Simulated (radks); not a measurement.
# Nb¹⁹⁺ in [Ar] 3d2 4f2: an all-electron calculation

One table from this session's results is given with a row withheld; the runs are named, their logs left out.

Method: Dirac Kohn-Sham, PBE, spin-unpolarised, spherical densities, finite nucleus; open shells fill j = l - 1/2 first. Code: radks (a radial shooting solver on a logarithmic mesh, Libxc functionals) version 1.

**The system**

```
element            : niobium (Z = 41)
charge             : +19
electrons          : 22
configuration      : [Ar] 3d2 4f2
nuclear rms radius : 4.324 fm
```

The first run:

The run's settings:

```text
Z 41
configuration [Ar] 3d2 4f2 4s0 4p0
relativity Dirac
functional pbe,pbe
spin unpolarised
j_filling energy
nucleus finite rms 4.324 fm
c 137.035999084
```

The run is started by

```bash
python run_ks.py task.json out
```

All runs below come from this command, one after another.

One table of the session follows, with a row left open; its other results are not shown here.

It belongs to the step «Orbitals and density». From the orbitals of this run (lengths in bohr):

```
level      <r>  outermost maximum (interpolated)  90 % within  nodes
1s1/2  0.03610                            0.0235       0.0647      0
2s1/2   0.1567                             0.133        0.242      1
2p1/2   0.1338                             0.104        0.218      0
2p3/2   0.1381                             0.107        0.224      0
3s1/2   0.4078                             0.377        0.596      2
3p1/2   0.3957                             0.361        0.590      1
3p3/2   0.4034                             0.369        0.601      1
3d3/2   0.3632                             0.300        0.563      0
3d5/2   0.3656                             0.302        0.566      0
4s1/2        ?                                 ?            ?      ?
4p1/2   0.8396                             0.821         1.20      2
4p3/2   0.8511                             0.833         1.21      2
4f5/2   0.7980                             0.697         1.18      0
4f7/2   0.7992                             0.698         1.18      0
```

Q: Estimate the row for 4s1/2 from the others.

As computed: <r>: 0.8323; outermost maximum (interpolated): 0.815; 90 % within: 1.18; nodes: 3. In the column «<r>» it lies between 4f7/2 (0.7992) and 4p1/2 (0.8396).
